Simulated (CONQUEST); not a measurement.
## HfB under changes of volume

One of the cells (12.326 Å³/atom); the others are scaled copies at fixed shape and fractional positions:

```
Hf B
1.0
     3.26683    0.00000    0.00000
     0.00000    3.26683    0.00000
     0.00000    0.00000    4.62000
Hf B
2 2
Direct
  0.00000 0.00000 0.50000
  0.50000 0.50000 0.00000
  0.00000 0.00000 0.00000
  0.50000 0.50000 0.50000
```

| Quantity | Value |
| --- | --- |
| Program | CONQUEST 1.3 |
| Functional | PBE |
| Potentials or basis | PseudoDojo NC PBE, DZP, grid of 32 × 32 × 48 points |
| k mesh | 7 × 7 × 5 |
| Occupations | fermi-dirac, width 0.05 eV |
| Spin | no spin polarisation |

```tsv
volume (Å³/atom)	energy over the lowest point (meV/atom)	pressure (GPa)
11.587	270.61	51.6
11.833	197.27	44.2
12.080	134.38	38.0
12.326	?	?
12.573	36.22	26.1
12.819	0.00	21.2
```

Question: What does the run at 12.326 Å³/atom give?

Answer: Energy over the lowest point 80.54 meV/atom; pressure 31.9 GPa.

Worked out: A Birch-Murnaghan fit of order 3 (a polynomial in V^(-2/3)) to the other rows has no minimum within the range. It gives 80.95 meV/atom at 12.326 Å³/atom, against the run's 80.54, and -dE/dV = 31.8 GPa, against 31.9.

Energies are extrapolated to zero smearing.

Caveats: the basis of atomic orbitals isn't converged, which shifts pressures, moduli and gaps; the real-space grid breaks the cell's symmetry a little.
